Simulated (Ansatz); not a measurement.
**CH₉NSi₂: one species, many methods**

How much do the methods differ for CH₉NSi₂? The plan is to run it at one geometry with functionals of several rungs and with coupled cluster, and see how far each lands from CCSD(T) at the basis-set limit for the atomisation energy.

Program: Ansatz 0.2.0, Gaussian basis. Level of theory: functionals in def2-TZVPP, the program's frozen cores in correlated methods. These are calculated values, not measurements.

Levels to be run: LDA (SPW92), PBE-D4, revPBE-D4, BLYP-D4, r2SCAN-D4, B97M-V, PBE0-D4, B3LYP-D4, r2SCANh-D4, r2SCAN0-D4, HSE06-D4, BHLYP-D4, CAM-B3LYP-D4, LC-ωPBE, ωB97X-V, ωB97M-V, B2PLYP, PBE-QIDH; CCSD(T)/def2-SVP; CCSD(T)/def2-TZVPP; MP2/def2-QZVPP; extrapolation to the limit; RPA on PBE.

## 1. Structure used throughout

All runs share one geometry, relaxed beforehand with PBE0-D4 in a triple-zeta def2 set.

SMILES `CN[SiH2][SiH3]`, 13 atoms, charge 0, spin multiplicity 1.

Atoms are counted from 1 here; the program's logs count them from 0.

Bond lengths: C1–N2 1.448 Å, C1–H5 1.093 Å, C1–H6 1.093 Å, C1–H7 1.098 Å, N2–Si3 1.722 Å, N2–H8 1.008 Å, Si3–Si4 2.354 Å, Si3–H9 1.489 Å, Si3–H10 1.491 Å, Si4–H11 1.491 Å, Si4–H12 1.490 Å, Si4–H13 1.490 Å. Angles: N2–C1–H5 109.5°, N2–C1–H6 110.8°, N2–C1–H7 113.9°, H5–C1–H6 107.0°, H5–C1–H7 107.4°, H6–C1–H7 108.0°, C1–N2–Si3 122.6°, C1–N2–H8 113.6°, Si3–N2–H8 117.2°, N2–Si3–Si4 115.3°, N2–Si3–H9 107.1°, N2–Si3–H10 108.4°, Si4–Si3–H9 108.8°, Si4–Si3–H10 107.5°, H9–Si3–H10 109.7°, Si3–Si4–H11 110.9°, Si3–Si4–H12 110.9°, Si3–Si4–H13 111.2° and more.

## 2. LDA

This LDA is Slater exchange with PW92 correlation.

in.yaml reads:

```yaml
crystal:
  periodic: [false, false, false]
  atoms:
    - {symbol: C, position_ang: [-0.537308, 1.715620, -0.830483]}
    - {symbol: N, position_ang: [-0.739342, 1.081088, 0.454810]}
    - {symbol: Si, position_ang: [0.356084, -0.081874, 1.096899]}
    - {symbol: Si, position_ang: [0.581879, -2.055373, -0.167056]}
    - {symbol: H, position_ang: [0.528129, 1.913981, -0.975488]}
    - {symbol: H, position_ang: [-1.050131, 2.680542, -0.871177]}
    - {symbol: H, position_ang: [-0.878055, 1.113129, -1.683115]}
    - {symbol: H, position_ang: [-1.709552, 0.991963, 0.712301]}
    - {symbol: H, position_ang: [-0.130423, -0.436613, 2.458359]}
    - {symbol: H, position_ang: [1.705697, 0.545499, 1.192559]}
    - {symbol: H, position_ang: [1.019948, -1.748029, -1.558371]}
    - {symbol: H, position_ang: [-0.716208, -2.782892, -0.252294]}
    - {symbol: H, position_ang: [1.589584, -2.971842, 0.437955]}
basis:
  gaussian: {orbitals: def2-TZVPP}
hamiltonian: {xc: lda}
output: {orbitals: {seedname: orbitals}}
```

After this run come: PBE-D4 (GGA); revPBE-D4 (GGA); BLYP-D4 (GGA); r2SCAN-D4 (meta-GGA); B97M-V (meta-GGA); PBE0-D4 (hybrid); B3LYP-D4 (hybrid); r2SCANh-D4 (hybrid); r2SCAN0-D4 (hybrid); HSE06-D4 (hybrid); BHLYP-D4 (hybrid); CAM-B3LYP-D4 (range-separated); LC-ωPBE-D4 (range-separated); ωB97X-V (range-separated); ωB97M-V (range-separated); B2PLYP (double hybrid); PBE-QIDH (double hybrid); CCSD(T) in def2-SVP; CCSD(T) in def2-TZVPP; MP2 in def2-QZVPP; RPA on PBE orbitals.

Before running them: what should the planned runs give, taken together? Wanted: atomisation energy, CCSD(T)/CBS; farthest beyond LDA; mean size of error, GGA; mean size of error, meta-GGA; mean size of error, hybrid; mean size of error, range-separated; mean size of error, double hybrid; gap, smallest and largest; T1 diagnostic.

**Answer**, as computed:

```
                               quantity                                         value
        atomisation energy, CCSD(T)/CBS                                 4241.6 kJ/mol
 functionals within 21.2 kJ/mol (0.5 %)  PBE-D4, r2SCAN-D4, B97M-V, B3LYP-D4, ωB97M-V
                    farthest beyond LDA                      revPBE-D4 (-65.2 kJ/mol)
                mean size of error, GGA                                   31.3 kJ/mol
           mean size of error, meta-GGA                                   12.3 kJ/mol
             mean size of error, hybrid                                   35.1 kJ/mol
    mean size of error, range-separated                                   24.8 kJ/mol
      mean size of error, double hybrid                                   55.0 kJ/mol
              gap, smallest and largest     4.34 eV (LDA (SPW92)), 11.33 eV (LC-ωPBE)
                          T1 diagnostic                                        0.0116
triples share of the correlation energy                                         3.5 %
```

LDA overbinds by 494.6 kJ/mol (12 %). PBE-D4 misses by +5.8 kJ/mol. Double hybrids carry the basis error of their MP2 part in triple zeta, and no dispersion term here, so their miss is partly the set-up's. By mean error the best rung here is meta-GGA (12.3 kJ/mol) and the worst beyond LDA is double hybrid (55.0 kJ/mol). Misses under about 21.2 kJ/mol are within the doubt on the reference itself, which lacks core-valence correlation, relativity and higher excitations. Hartree-Fock recovers 74 % of the binding; the rest is correlation. CCSD(T) in def2-SVP is off by -271.8 kJ/mol, worse than the median functional, from the basis alone. Orbital gaps span 4.3 to 11.3 eV; exact exchange widens them.
